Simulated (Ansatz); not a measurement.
The system is NbTe.

```
Te Nb
1.0
     3.70297    0.00000    0.00000
    -1.85149    3.20687    0.00000
     0.00000    0.00000    3.69421
Te Nb
1 1
Direct
  0.66667 0.33333 0.00000
  0.00000 0.00000 0.50000
```

The cell comes from a database or a generator and needn't be the stable form of this composition.

| Property | Result |
| --- | --- |
| Program | Ansatz 0.2.0 |
| Task | single point |
| Functional | PBE |
| Potentials or basis | Ansatz PAW |
| Cutoff | 420 eV (not typed: the program's choice for these potentials) |
| k mesh | 8 × 8 × 7 |
| Occupations | fermi-dirac, width 0.05 eV |
| Spin | no spin polarisation |

On this cell: pressure -0.6 GPa; largest force under 0.003 eV/Å; band gap on the k mesh none (metal or under the smearing width).

The same run follows on a disturbed copy (atoms moved at random, drawn with an rms of 0.05 Å):

```
Te Nb
1.0
     3.70297    0.00000    0.00000
    -1.85149    3.20687    0.00000
     0.00000    0.00000    3.69421
Te Nb
1 1
Direct
  0.66536 0.32952 0.99436
  0.00067 0.99729 0.50685
```

Problem. What changes?

Solution. The energy (extrapolated to zero smearing) moves by +5.2 meV/atom; pressure -0.5 GPa; largest force 0.449 eV/Å; band gap on the k mesh none (metal or under the smearing width).

Forces on the atoms (eV/Å):
```
Te   0.051  0.034  0.445
Nb  -0.051 -0.034 -0.445
```

Stress tensor (GPa, compression positive):
```
-0.61  0.12  0.03
 0.12 -0.77  0.02
 0.03  0.02 -0.04
```
